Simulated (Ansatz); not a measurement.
# Si₂H₅Cl + HF: a complex and its separated parts

Aim: how far the complex at one end of a reaction step lies below its separated, relaxed parts, level by level.

The runs use Ansatz 0.2.0, Gaussian basis; PBE0-D4/def2-TZVP structures, single points in def2-TZVPP, no counterpoise correction.

Levels: SPW92, PBE-D4, BLYP-D4, r2SCAN-D4, B97M-V, PBE0-D4, B3LYP-D4, r2SCAN0-D4, BHLYP-D4, CAM-B3LYP-D4, wB97X-V, wB97M-V, B2PLYP, PBE-QIDH, RPA on PBE, Hartree-Fock, MP2, CCSD, CCSD(T).

Correlated methods freeze the cores. B3LYP uses VWN-RPA correlation. B2PLYP carries no dispersion term here.

21 further runs of the same task are left out: 21 set aside as unsound or not needed.

## 1. The starting structure

The complex: 10 atoms, charge 0, spin multiplicity 1.

Atoms are counted from 1 here; the program's logs count them from 0.

Bond lengths: Si1–Cl2 2.088 Å, Si1–H3 1.482 Å, Si1–H4 1.482 Å, Si1–Si5 2.338 Å, Si5–H8 1.485 Å, Si5–H9 1.487 Å, Si5–H10 1.485 Å, H6–F7 0.929 Å. Angles: Cl2–Si1–H3 106.7°, Cl2–Si1–H4 106.7°, Cl2–Si1–Si5 107.6°, H3–Si1–H4 109.9°, H3–Si1–Si5 112.8°, H4–Si1–Si5 112.8°, Si1–Si5–H8 109.4°, Si1–Si5–H9 109.0°, Si1–Si5–H10 109.4°, H8–Si5–H9 109.6°, H8–Si5–H10 109.8°, H9–Si5–H10 109.6°.

Coordinates:

```xyz
10

Si   -0.3054   -0.0976   -0.2318
Cl    0.9820    1.4139   -0.8798
H    -0.2706   -1.1583   -1.2666
H    -1.6611    0.4980   -0.1659
Si    0.4635   -0.8350    1.8491
H    -0.2076    1.6423   -2.7586
F    -0.8656    1.5126   -3.4014
H     0.4584    0.3002    2.8067
H    -0.4368   -1.9103    2.3436
H     1.8432   -1.3660    1.7049
```

Its parts: Si₂H₅Cl holds atoms 1, 2, 3, 4, 5, 8, 9, 10; HF holds atoms 6, 7. Each part counts its atoms afresh in its own runs.

## 2. Relaxing Si₂H₅Cl alone

File relax-a/in.yaml:

```yaml
crystal:
  periodic: [false, false, false]
  atoms:
    - {symbol: Si, position_ang: [-0.305385, -0.097579, -0.231846]}
    - {symbol: Cl, position_ang: [0.981998, 1.413902, -0.879817]}
    - {symbol: H, position_ang: [-0.270572, -1.158270, -1.266585]}
    - {symbol: H, position_ang: [-1.661103, 0.497966, -0.165946]}
    - {symbol: Si, position_ang: [0.463514, -0.835002, 1.849064]}
    - {symbol: H, position_ang: [0.458370, 0.300230, 2.806711]}
    - {symbol: H, position_ang: [-0.436843, -1.910291, 2.343568]}
    - {symbol: H, position_ang: [1.843186, -1.365957, 1.704900]}
basis:
  gaussian: {orbitals: def2-TZVP}
hamiltonian: {xc: pbe0, dispersion: d4}
relax: {f_tol: 0.005, max_steps: 200}
```

The command line of these runs was not kept.

The runs that follow: Relaxing HF alone; wB97M-V/def2-TZVPP; CCSD(T)/def2-TZVPP; Vibrations of Si₂H₅Cl; Vibrations of HF.

What does the calculation give? Wanted: complex less parts, CCSD(T)/def2-TZVPP; with zero-point energy; largest T1 diagnostic.

As calculated:

```
                              quantity         value
complex less parts, CCSD(T)/def2-TZVPP  -14.5 kJ/mol
                with zero-point energy   -9.6 kJ/mol
                 largest T1 diagnostic         0.011
```

**Reading.** At CCSD(T) the complex lies 14.5 kJ/mol below its parts. B2PLYP is the best functional here (0.0 kJ/mol from CCSD(T)); SPW92 is the worst (-15.0 kJ/mol). PBE-QIDH is as near within the digits shown. Mean unsigned error by rung: LDA 15.0, GGA 5.4, meta-GGA 2.4, hybrid 2.8, range-separated hybrid 3.4, double hybrid 0.0 kJ/mol. PBE-D4 gives a relative energy 6.1 kJ/mol too low, outside chemical accuracy (1 kcal/mol, 4.2 kJ/mol). No counterpoise was applied, and triple zeta lacks some correlation, so the CCSD(T) reference has a basis error of its own, and close matches with it are partly luck.
